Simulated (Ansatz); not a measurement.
# Sn2Se: the cost of one run

Method: DFT PBE, scalar-relativistic, plane waves, PAW, in Ansatz 0.2.0.

3 further runs of the same task are left out: 1 that didn't finish, 2 set aside as unsound or not needed.

## 1. Starting point

The structure is tetragonal, space group P4/nmm (No. 129). The conventional cell has a = 4.265 Å, b = 4.265 Å, c = 9.279 Å, α = 90.00°, β = 90.00°, γ = 90.00°. Sn (site symmetry 4mm) is surrounded by 5 Se at 2.87 to 3.03 Å. Sn (site symmetry 4mm) is surrounded by 5 Sn at 3.06 to 3.32 Å and 1 Se at 3.10 Å. Around Se (site symmetry 4mm) lie 6 Sn at 2.87 to 3.10 Å.

Structure file:

```cif
data_structure
_symmetry_space_group_name_H-M 'P4/nmm:1'
_symmetry_Int_Tables_number 129
_cell_length_a 4.2645
_cell_length_b 4.2645
_cell_length_c 9.2791
_cell_angle_alpha 90.000
_cell_angle_beta 90.000
_cell_angle_gamma 90.000
_cell_volume 168.75
loop_
_atom_site_label
_atom_site_type_symbol
_atom_site_symmetry_multiplicity
_atom_site_Wyckoff_symbol
_atom_site_fract_x
_atom_site_fract_y
_atom_site_fract_z
_atom_site_occupancy
Sn1 Sn 2 c 0.50000 0.00000 0.66925 1
Sn2 Sn 2 c 0.50000 0.00000 0.02674 1
Se1 Se 2 c 0.50000 0.00000 0.36029 1
```

It is the end of an earlier relaxation with the same method, from a database cell with other species swapped in; it is a trial structure. At a tolerance of 0.05 Å it has space group P4/nmm (No. 129); it has 28.13 Å³/atom, an uncorrected energy of -0.21 eV/atom over the elements.

## 2. Bands, states and charges

File input.yaml:

```yaml
crystal:
  lattice:
    - [4.2645123074, 0.0, 0.0]
    - [0.0, 4.2645123074, 0.0]
    - [0.0, 0.0, 9.2791103157]
  atoms:
    - { symbol: Sn, position: [0.5, 0.0, 0.6692456518] }
    - { symbol: Sn, position: [0.0, 0.5, 0.3307543482] }
    - { symbol: Sn, position: [0.5, 0.0, 0.0267358897] }
    - { symbol: Sn, position: [0.0, 0.5, 0.9732641103] }
    - { symbol: Se, position: [0.5, 0.0, 0.3602864705] }
    - { symbol: Se, position: [0.0, 0.5, 0.6397135295] }
basis:
  ecutwfc: 420
kpoints:
  mp_grid: { grid: [10, 10, 4] }
  band_path:
    path:
      - [[0.0, 0.0, 0.0], [0.0, 0.5, 0.0], [0.5, 0.5, 0.0], [0.0, 0.0, 0.0], [0.0, 0.0, 0.5], [0.0, 0.5, 0.5], [0.5, 0.5, 0.5], [0.0, 0.0, 0.5]]
      - [[0.0, 0.5, 0.0], [0.0, 0.5, 0.5]]
      - [[0.5, 0.5, 0.0], [0.5, 0.5, 0.5]]
    npoints: 14
hamiltonian:
  xc: pbe
scf:
  occupations: { method: gaussian, width: 0.1 }
  n_extra_bands: 15
output:
  forces: true
  stress: true
  eigenvalues: true
  populations: true
  dos: { projected: true, de: 0.02, nscf_kmesh: { grid: [12, 12, 5] } }
  bader: true
  write_density: true
  write_potential: true
  elf: true
  volumetric_format: npy
```

Command:

```sh
> ansatz run input.yaml --threads 1 --pin off --max-ram 2560MiB --backend cpu --events-out ev --progress --plain --runs-dir out
```

**Question.** How long does this run take on 1 thread of Intel Xeon 6975P-C (Granite Rapids), shared host, and how much memory does it need?

About 80 s, with a peak of 1 GiB.
